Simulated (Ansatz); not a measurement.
The system is NbSi.

```
Nb Si
1.0
     0.00000    2.57383    2.57383
     2.57383    0.00000    2.57383
     2.57383    2.57383    0.00000
Nb Si
1 1
Direct
  0.00000 0.00000 0.00000
  0.50000 0.50000 0.50000
```

The cell was built by a generator and needn't be a form met in nature.

Base run:

* Program: Ansatz 0.2.0
* Functional: LDA
* Potentials or basis: Ansatz PAW
* Cutoff: 420 eV
* Density cutoff: 1680 eV
* k mesh: 9 × 9 × 9
* Occupations: fermi-dirac, width 0.05 eV
* Spin: no spin polarisation

Its results: band gap on the k mesh none (metal or under the smearing width); pressure -7.2 GPa.

Problem. The run is repeated on the same cell with these changes: hubbard terms from none to Nb d U = 4 eV; hubbard projectors from none to ortho-atomic (the default). What comes out?

Solution. Band gap on the k mesh none (metal or under the smearing width); pressure -5.6 GPa.

Caveats: the PAW data sets come from PBE, with cores solved anew for the run's functional, which leaves a small shift of forces and pressure; the density of states is complete only up to the lowest level of the last band computed; U without spin polarisation on a metal has little footing (some runs); the U is typed as a test and isn't derived for this compound (some runs).

Not every run made on this cell is shown here.
